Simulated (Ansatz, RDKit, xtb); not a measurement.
**C4H4S3: which of the isomers drawn lies lowest?**

Which of a sample of isomers of C4H4S3 is the most stable in the gas at 298.15 K, and what are its properties? The sample is small against all isomers, and the most stable one of this formula need not be in it.

Plan: many cheap relaxations first (GFN2-xTB), then density-functional screening, relaxation at B3LYP/def2-SVP, vibrations (at GFN2-xTB) and a final energy. The numbers are computed, not measured.

### Step 1. Candidates

Isomers were taken from a list of plausible structures; this is a sample, not all of them. That gives 4 candidates.

| label | SMILES | spin |
| --- | --- | --- |
| c140 | Sc1ccc(S)s1 | singlet |
| c805 | Cc1csc(=S)s1 | singlet |
| c830 | Sc1csc(S)c1 | singlet |
| c846 | Sc1ccsc1S | singlet |

Candidates are built by distance geometry, with a force field where one applies, in up to four conformers (letters a to d).

Q: Predict the outcome of this search (final energies at CCSD(T)/def2-SVP + MP2/def2-TZVPP - MP2/def2-SVP).

| quantity | value |
| --- | --- |
| lowest structure found | Sc1ccsc1S, singlet |
| next finalist | Sc1csc(S)c1, singlet, 1.9 kcal/mol higher in G |
| share at equilibrium, among the finalists | 91.7 % |

`Sc1ccsc1S` comes out lowest. The margin, 1.9 kcal/mol, is modest. The thermal terms turn the order: in electronic energy alone `Cc1csc(=S)s1` is lowest. They come from GFN2-xTB, so the order rests on a rough term. HF/def2-SVP and MP2/def2-SVP already put its bonding pattern lowest among the structures in one piece; GFN2-xTB, HF/STO-3G, r2SCAN-D4/def2-SVP and B3LYP/def2-SVP favour the singlet Cc1csc(=S)s1. The search is not exhaustive (a finite list of starts, one conformer a finalist), so a lower isomer can't be ruled out. Only 4 drawn patterns were tried, so whole families of isomers are missing, and the result ranks this sample alone.
